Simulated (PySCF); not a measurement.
# C₆H₅O₂+: reorganisation energies

Wanted: reorganisation energies for C₆H₅O₂+ (`O=Cc1ccc[o+]c1`).

Programs: PySCF 2.14.0, with routines of our own; each step states its level. All values are computed. Atoms count from 0.

## Step 1: The starting structure

13 atoms, charge 1, multiplicity 1; geometry from: GFN2-xTB.

## Step 2: Optimising the geometry at PBE0/def2-SVP

What the job is given:

```
{"job": {"xc": "PBE0", "basis": "def2-SVP", "grid": 1, "kind": "geom"}, "charge": 1, "multiplicity": 1}
O      3.005074     0.683384    -0.116120
C      2.224372    -0.190553    -0.325159
C      0.744831    -0.014095    -0.091953
C     -0.196844    -1.020236    -0.329933
C     -1.543324    -0.753866    -0.082227
C     -1.885950     0.498005     0.388751
O     -0.985879     1.425003     0.604489
C      0.278504     1.204978     0.382519
H      2.501850    -1.186787    -0.700276
H      0.114231    -1.988034    -0.699675
H     -2.304837    -1.499919    -0.251820
H     -2.901891     0.805027     0.611662
H      0.945475     2.037580     0.592014
```

Command:

```console
OMP_NUM_THREADS=1 python excited_run.py task.json out
```

This one command runs all jobs of the session in turn.

Standard output:

```text
step   0  E = -381.06798234  max force = 0.017279
step   1  E = -381.06933344  max force = 0.003657
step   2  E = -381.06935331  max force = 0.001613
step   3  E = -381.06934369  max force = 0.001889
step   4  E = -381.06937277  max force = 0.000570
step   5  E = -381.06937238  max force = 0.000761
step   6  E = -381.06937420  max force = 0.000387
optimisation converged
```

Run time: 36 s. Hardware: 1 thread of Intel Xeon Platinum 8488C, shared host; peak memory 0.54 GiB.

The steps of the relaxation:

```csv
step,energy from step 0 (eV),largest force component (eV/Å)
0,0.0000,0.8885
1,-0.0368,0.1881
2,-0.0373,0.0829
3,-0.0370,0.0971
4,-0.0378,0.0293
5,-0.0378,0.0391
6,-0.0379,0.0199
```

Distances of close pairs at the start and the end, largest changes first:

```csv
bond,before (Å),after (Å),change (Å)
C1–H8,1.100,1.115,+0.014
C3–H9,1.082,1.096,+0.014
C5–O6,1.310,1.323,+0.013
C4–H10,1.079,1.092,+0.013
O6–C7,1.302,1.313,+0.010
C5–H11,1.084,1.092,+0.008
C7–H12,1.087,1.094,+0.007
C2–C7,1.389,1.383,-0.006
```

The next job starts from the end point, and lists it.

```csv
at the end point,value
point group (found at 0.08 Å tolerance),Cs
"rotational constants (GHz, main isotopes)","5.331, 1.592, 1.226"
```

## Step 3: Relaxation after adding or removing an electron (C₆H₅O₂ radical): UKS PBE0/def2-SVP

What the job is given:

```
{"job": {"kind": "ionopt", "ions": [-1], "xc": "PBE0", "basis": "def2-SVP", "grid": 1}, "charge": 0, "multiplicity": 2}
O      2.857004     0.676115     0.046748
C      2.094914    -0.215483    -0.184622
C      0.611533    -0.033154     0.013644
C     -0.341447    -1.032114    -0.214355
C     -1.696240    -0.757551     0.006430
C     -2.041823     0.499640     0.441798
O     -1.117061     1.422970     0.646916
C      0.161386     1.198650     0.451358
H      2.415401    -1.217411    -0.552784
H     -0.027927    -2.022267    -0.563123
H     -2.475606    -1.504944    -0.156101
H     -3.051772     0.857350     0.655279
H      0.808102     2.055164     0.664252
```

Method: UKS PBE0/def2-SVP geometry optimisation of the ion from the geometry of its parent, gas phase.

Standard output:

```text
step       E/Eh        max force   <S^2>
  0    -381.29872866   0.059831   0.7886
  1    -381.30616061   0.013471   0.7884
  2    -381.30738178   0.009155   0.7879
  3    -381.30648742   0.012107   0.7889
  4    -381.30789434   0.001957   0.7877
  5    -381.30792907   0.002076   0.7874
  6    -381.30795785   0.000974   0.7875
  7    -381.30795177   0.001872   0.7873
  8    -381.30796982   0.000643   0.7872
  9    -381.30796575   0.000549   0.7873
 10    -381.30796711   0.000481   0.7873
 11    -381.30797093   0.000220   0.7873
optimisation converged
```

It took 1.9 min on 1 thread of Intel Xeon Platinum 8488C, shared host; peak memory 0.6 GiB.

In short:

```csv
quantity,value
geometry moved (RMSD),0.039 Å
⟨S²⟩,0.787
```

Bonds of the start that changed most:

```csv
bond,start (Å),end (Å)
C5–O6,1.323,1.376
O6–C7,1.313,1.345
C2–C3,1.399,1.431
C1–C2,1.508,1.480
C7–C2,1.383,1.364
C4–C5,1.375,1.364
```

Mulliken spin populations:

O0 -0.02; C1 0.01; C2 -0.15; C3 0.66; C4 -0.25; C5 0.42; O6 0.15; C7 0.24; H8 0.00; H9 -0.03; H10 0.01; H11 -0.02; H12 -0.01

## Step 4: Reorganisation energies: UKS PBE0/def2-SVP

The job, as its differences from that of step 3:

```diff
@@ -1,2 +1,2 @@
-{"job": {"kind": "ionopt", "ions": [-1], "xc": "PBE0", "basis": "def2-SVP", "grid": 1}, "charge": 0, "multiplicity": 2}
+{"job": {"kind": "reorg", "ions": [-1], "xc": "PBE0", "basis": "def2-SVP", "grid": 1}, "charge": 1, "multiplicity": 1}
 O      2.857004     0.676115     0.046748
```

Level: UKS PBE0/def2-SVP four-point reorganisation energy, gas phase.

Standard output:

```text
final grid: 53800 points
cycle   1  E = -380.9030473165  dE =  1.877e+00  |g| = 8.515e-01  |ddm| = 4.150e+00
cycle   2  E = -378.4104189632  dE =  2.493e+00  |g| = 2.606e+00  |ddm| = 3.091e+00
cycle   3  E = -380.9855169123  dE = -2.575e+00  |g| = 5.664e-01  |ddm| = 2.975e+00
cycle   4  E = -381.0567030805  dE = -7.119e-02  |g| = 2.213e-01  |ddm| = 5.845e-01
cycle   5  E = -381.0659194689  dE = -9.216e-03  |g| = 1.206e-01  |ddm| = 3.753e-01
cycle   6  E = -381.0688678846  dE = -2.948e-03  |g| = 4.253e-02  |ddm| = 1.317e-01
cycle   7  E = -381.0693228415  dE = -4.550e-04  |g| = 1.354e-02  |ddm| = 5.564e-02
cycle   8  E = -381.0693719604  dE = -4.912e-05  |g| = 2.916e-03  |ddm| = 1.650e-02
cycle   9  E = -381.0693737133  dE = -1.753e-06  |g| = 1.390e-03  |ddm| = 3.746e-03
cycle  10  E = -381.0693741546  dE = -4.413e-07  |g| = 4.017e-04  |ddm| = 1.592e-03
cycle  11  E = -381.0693741896  dE = -3.498e-08  |g| = 1.504e-04  |ddm| = 5.456e-04
cycle  12  E = -381.0693741947  dE = -5.125e-09  |g| = 6.127e-05  |ddm| = 2.069e-04
cycle  13  E = -381.0693741950  dE = -2.526e-10  |g| = 5.492e-05  |ddm| = 1.551e-04
cycle  14  E = -381.0693741957  dE = -6.872e-10  |g| = 7.301e-06  |ddm| = 6.087e-05
converged SCF energy = -381.0693741957

electron transfer: vertical 6.2993 eV, relaxation of the ion converged
  adiabatic 6.4925 eV, lambda(ion) 0.1932, lambda(parent) 0.1882, total 0.3814 eV
```

It took 3.5 s on 1 thread of Intel Xeon Platinum 8488C, shared host; peak memory 0.58 GiB.

## Step 5: What came out

```
                                                  quantity                 value
                                               point group                    Cs
                      rotational constants (main isotopes)  5.33, 1.59, 1.23 GHz
         geometry moved (RMSD) (step 3, UKS PBE0/def2-SVP)               0.039 Å
electron reorganisation energy (step 4, UKS PBE0/def2-SVP)             0.3814 eV
```

In words: The optimisation took 6 steps and gained 0.038 eV; among the close pairs (by a distance rule), C1–H8 changed most, from 1.100 to 1.115 Å. In step 3 (relaxation after adding or removing an electron), among the bonds C5–O6 changes most, from 1.323 to 1.376 Å.
